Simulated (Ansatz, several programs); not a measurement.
NaF (from a published structure), relaxed with r2SCAN in Ansatz (plane waves, PAW): space group Fm-3m (No. 225), cubic; a = 4.594 Å in the conventional setting, 12.12 Å³ an atom. Around Na lie 6 F at 2.30 Å; around F lie 6 Na at 2.30 Å. The cell was then scaled with its shape and fractional coordinates held. Spin-unpolarised calculation; the starting structure is a published one, and the numbers are computed.

| V (Å³/atom) | E (meV/atom) |
| --- | --- |
| 11.396 | 8.31 |
| 11.760 | 1.96 |
| 12.123 | 0.00 |
| 12.851 | 6.62 |

**Question.** Pass a cubic E = c₀ + c₁u + c₂u² + c₃u³, with u = V − 12.032 Å³, through these points.

**Answer.** c₀ = 0.12, c₁ = -2.604, c₂ = 14.724, c₃ = -2.2577 (meV and Å³).

**Question.** Where is the minimum, and what bulk modulus follows?

**Answer.** dE/du = 0 at u = +0.090, so V₀ = 12.12 Å³. B = V₀ d²E/dV² = 12.12 × (2c₂ + 6c₃u) = 12.12 × 28.225 = 342 meV/Å³, and 1 meV/Å³ is 0.16022 GPa: 55 GPa. A third-order Birch-Murnaghan fit to all five points gives 12.12 Å³ and 54 GPa.

**Question.** Predict the energy and the pressure at the withheld volume, 12.487 Å³.

**Answer.** With u = +0.455: E ≈ 1.77 meV and P = −dE/dV ≈ -1.50 GPa. The run gives 1.74 meV and, from its stress, -1.50 GPa.
